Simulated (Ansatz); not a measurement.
**FH₃NPZn: shape, modes and thermochemistry**

What shape does FH₃NPZn take? The plan is to relax it, then compute its harmonic vibrations to see whether it is a minimum and to get the zero-point energy and entropy, and look at its orbitals and charge.

The runs use Ansatz 0.2.0, Gaussian basis; RKS PBE0-D4/def2-TZVP.

Levels to be run: relaxation at PBE0-D4/def2-TZVP; harmonic vibrations at the same level; a single point in def2-TZVPP for the fields.

## (1) Where the work starts

SMILES `N[PH][Zn][F]`, 7 atoms, charge 0, spin multiplicity 1.

Atoms are counted from 1 here; the program's logs count them from 0.

Bond lengths: N1–P2 1.707 Å, N1–H5 1.015 Å, N1–H6 1.018 Å, P2–Zn3 2.330 Å, P2–H7 1.404 Å, Zn3–F4 1.789 Å. Angles: P2–N1–H5 112.7°, P2–N1–H6 110.9°, H5–N1–H6 108.3°, N1–P2–Zn3 88.5°, N1–P2–H7 94.8°, Zn3–P2–H7 100.6°, P2–Zn3–F4 103.2°.

Coordinates:

```xyz
7

N    -0.3101    0.7370   -0.4750
P     0.3089    0.3815    1.0754
Zn    0.8343   -1.7545    0.3076
F    -0.6672   -2.2738   -0.5151
H    -0.5754    1.7115   -0.5776
H    -1.1228    0.1606   -0.6822
H     1.5324    1.0378    0.8669
```

The start is a GFN2-xTB geometry.

## (2) Geometry optimisation, PBE0-D4/def2-TZVP

in.yaml reads:

```yaml
crystal:
  periodic: [false, false, false]
  atoms:
    - {symbol: N, position_ang: [-0.310080, 0.736980, -0.475000]}
    - {symbol: P, position_ang: [0.308870, 0.381510, 1.075410]}
    - {symbol: Zn, position_ang: [0.834290, -1.754540, 0.307650]}
    - {symbol: F, position_ang: [-0.667150, -2.273850, -0.515110]}
    - {symbol: H, position_ang: [-0.575440, 1.711490, -0.577620]}
    - {symbol: H, position_ang: [-1.122850, 0.160620, -0.682240]}
    - {symbol: H, position_ang: [1.532370, 1.037800, 0.866910]}
basis:
  gaussian: {orbitals: def2-TZVP}
hamiltonian: {xc: pbe0, dispersion: d4}
relax: {f_tol: 0.005, max_steps: 150}
```

The run is started by

```console
> ansatz run in.yaml --threads 2 --pin off --events-out ev --progress --plain --max-ram 4352MiB
```

Further steps of the session: Vibrations by finite differences; A single point for the fields.

Before running them: what should the planned runs give, taken together? Wanted: point group; shift from the start; total energy; dispersion term; dipole moment; lowest, highest wavenumber; zero-point energy; HOMO, LUMO.

As calculated:

```
                  quantity            value
               point group               C1
                     steps               24
shift from the start (rms)          0.893 Å
              total energy   -61953.1998 eV
           dispersion term         -110 meV
             dipole moment           2.72 D
lowest, highest wavenumber    86, 3688 cm⁻¹
         zero-point energy    24.0 kcal/mol
       entropy at 298.15 K  339.3 J/(mol K)
                HOMO, LUMO  -6.92, -1.17 eV
```

What this shows: The relaxed geometry lies 0.89 Å (rms) from the start; the bond that changed most is P2–Zn3, from 2.330 to 2.280 Å. No mode is imaginary: a true minimum at this level. The stiffest mode, 3688 cm⁻¹, is an N–H stretch, and 3 modes under 200 cm⁻¹ make the vibrational entropy uncertain. Harmonic hybrid wavenumbers usually lie a few per cent above measured fundamentals. The largest Mulliken charge, -0.57 e, sits on N1. The HOMO lies mostly on P2 41 %; Zn3 23 % and the LUMO on Zn3 36 %; P2 20 %.
